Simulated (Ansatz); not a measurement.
# ClH₃S₃Si: basis-set convergence

An exercise on one series of results from a longer session: the logs are not shown, and one member is left open.

Program: Ansatz 0.2.0, Gaussian basis. Level of theory: one geometry, several basis sets. These are calculated values, not measurements.

Levels to be run: PBE0-D4/def2-SVP; ωB97M-V/def2-SVP; PBE0-D4/def2-QZVPP; ωB97M-V/def2-QZVPP; the functionals' def2-TZVPP values are taken from earlier runs.

## Structure used throughout

An earlier PBE0-D4 in a triple-zeta def2 set relaxation fixed the geometry.

SMILES `S[Si](S)(S)Cl`, 8 atoms, charge 0, spin multiplicity 1.

Atoms are counted from 1 here; the program's logs count them from 0.

Bond lengths: S1–Si2 2.119 Å, S1–H6 1.344 Å, Si2–S3 2.119 Å, Si2–S4 2.122 Å, Si2–Cl5 2.052 Å, S3–H7 1.344 Å, S4–H8 1.345 Å. Angles: Si2–S1–H6 92.8°, S1–Si2–S3 102.5°, S1–Si2–S4 114.3°, S1–Si2–Cl5 112.1°, S3–Si2–S4 114.2°, S3–Si2–Cl5 112.1°, S4–Si2–Cl5 102.0°, Si2–S3–H7 92.8°, Si2–S4–H8 93.2°.

The first run:

File in.yaml:

```yaml
crystal:
  periodic: [false, false, false]
  atoms:
    - {symbol: S, position_ang: [-1.083169, 1.401412, 1.176598]}
    - {symbol: Si, position_ang: [0.143098, 0.274608, -0.134231]}
    - {symbol: S, position_ang: [1.827759, -0.160269, 1.076012]}
    - {symbol: S, position_ang: [-0.802950, -1.436890, -0.957879]}
    - {symbol: Cl, position_ang: [0.651978, 1.333227, -1.816257]}
    - {symbol: H, position_ang: [-2.078378, 1.489764, 0.276963]}
    - {symbol: H, position_ang: [2.393194, -0.928375, 0.128456]}
    - {symbol: H, position_ang: [-1.051543, -1.973476, 0.250328]}
basis:
  gaussian: {orbitals: def2-SVP}
hamiltonian: {xc: pbe0, dispersion: d4}
output: {orbitals: {seedname: orbitals}}
```

Steps of the session up to this table: PBE0-D4 in def2-SVP; ωB97M-V in def2-SVP; PBE0-D4 in def2-QZVPP; ωB97M-V in def2-QZVPP.

One table of the session follows, with a row left open; its other results are not shown here.

It belongs to the step «Density functionals: the series». 

```
functional       basis  HOMO (eV)
   PBE0-D4    def2-SVP      -7.48
   PBE0-D4  def2-TZVPP      -7.56
   PBE0-D4  def2-QZVPP      -7.59
   ωB97M-V    def2-SVP      -9.58
   ωB97M-V  def2-TZVPP          ?
   ωB97M-V  def2-QZVPP      -9.73
```

**Question.** Estimate the row for ωB97M-V, def2-TZVPP.

The run gave: HOMO (eV): -9.69. In the column «HOMO (eV)» it lies between ωB97M-V, def2-QZVPP (-9.73) and ωB97M-V, def2-SVP (-9.58).
